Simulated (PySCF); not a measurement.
# B2(F)4: geometry, NMR shifts, electronic excitations, spin-spin couplings and core binding energies

What NMR shifts, electronic excitations, spin-spin couplings and core binding energies should B2(F)4 show?

Programs: PySCF 2.14.0, with density-fitted response routines of our own. Each step states its level of theory. These are calculated values for one molecule in the gas phase, unless marked as measured. Atoms count from 0, in the outputs and in this text.

## Step 1: The molecule as given

6 atoms, charge 0, multiplicity 1; geometry from: GFN2-xTB.

Bonds of the start (Å): B0–F1 1.32, B0–F2 1.32, B0–B3 1.72, B3–F4 1.32, B3–F5 1.32.

## Step 2: Relaxing the molecule at PBE0-D3(BJ)/def2-SVP

The job: settings as JSON, then the geometry in Å.

```
{"job": {"xc": "PBE0", "basis": "def2-SVP", "d3": "d3bj", "grid": 1, "maxiter": 40, "kind": "geom"}, "charge": 0, "multiplicity": 1}
B     -0.399670    -0.717120    -0.252320
F      0.169780    -1.653840    -0.981170
F     -1.650490    -0.999850     0.044010
B      0.400090     0.716480     0.253290
F      0.417730     1.829460    -0.449240
F      1.062560     0.824870     1.385430
```

**Question.** This job is followed by: GIAO PBE0/pcSseg-1 NMR shielding, non-relativistic, gas phase; TDDFT wB97X-D/def2-SVPD, vertical, gas phase, core orbitals frozen in the response; B3LYP/pcJ-1 indirect spin-spin coupling, non-relativistic, gas phase; GIAO wB97X-D/pcSseg-1 NMR shielding, non-relativistic, gas phase; delta-SCF UKS SCAN, pcX-2 on the ionised atom (unc-x2c-TZVPall on a metal), pcseg-1 elsewhere, spin-free X2C. Predict these results of the whole session: point group; rotational constants (main isotopes); 11B shifts against BF3·OEt2 (PBE0/pcSseg-1, means over atoms taken as alike); 19F shifts against CFCl3 (PBE0/pcSseg-1, means over atoms taken as alike); lowest singlet (wB97X-D/def2-SVPD); brightest single state of those computed; lowest triplet; vertical ionisation energy (ΔSCF); largest coupling of the table (B3LYP/pcJ-1); B1s binding energies, SCAN/pcX-2; F1s binding energies, SCAN/pcX-2; range of the shift of F1.

As calculated:

```
                                                                    quantity                         value
                                                                 point group                            D2
                                        rotational constants (main isotopes)          5.28, 2.08, 2.01 GHz
11B shifts against BF3·OEt2 (PBE0/pcSseg-1, means over atoms taken as alike)                      23.8 ppm
   19F shifts against CFCl3 (PBE0/pcSseg-1, means over atoms taken as alike)                     -36.3 ppm
                                          lowest singlet (wB97X-D/def2-SVPD)   7.63 eV (163 nm), f = 0.046
                                    brightest single state of those computed  state 6, 10.49 eV, f = 0.155
                                                              lowest triplet                       6.41 eV
                                           vertical ionisation energy (ΔSCF)                      13.00 eV
                                 largest coupling of the table (B3LYP/pcJ-1)      2J(F,F) F1–F2, -259.9 Hz
                                            B1s binding energies, SCAN/pcX-2                  B0 200.45 eV
                                            F1s binding energies, SCAN/pcX-2                  F1 694.25 eV
                                                    range of the shift of F1            -36.9 to -36.3 ppm
```

Over 12 steps the energy fell by 0.053 eV; of the close pairs, B0–B3 changed most, 1.718 to 1.721 Å. No frequency check was run at this level, so the end point may be a saddle. At PBE0/pcSseg-1: The widest tensor belongs to F1, F2, F4, F5: span 355 ppm, with a paramagnetic part of -254 ppm. The lowest singlet, at 7.63 eV, is HOMO→LUMO 0.97 and is weak; of the 10 states computed, the strongest absorption comes from state 6 at 10.49 eV. The lowest triplet lies 1.21 eV below the lowest singlet (triplets in Tamm-Dancoff, singlets in full TDDFT). The orbital energy would give 12.15 eV for ionisation, ΔSCF gives 13.00 eV. Of the pairs tabulated at B3LYP/pcJ-1, F1–F2 (mean over like pairs) couples most strongly (-259.9 Hz; Fermi contact 45.7 Hz). Density functionals describe couplings to fluorine poorly, F–F couplings above all, so those rows are rough. In ppm, F1 (with its like atoms) moves most: its shift spreads over 0.6 ppm, from -36.9 (wB97X-D/pcSseg-1) to -36.3 (PBE0/pcSseg-1).
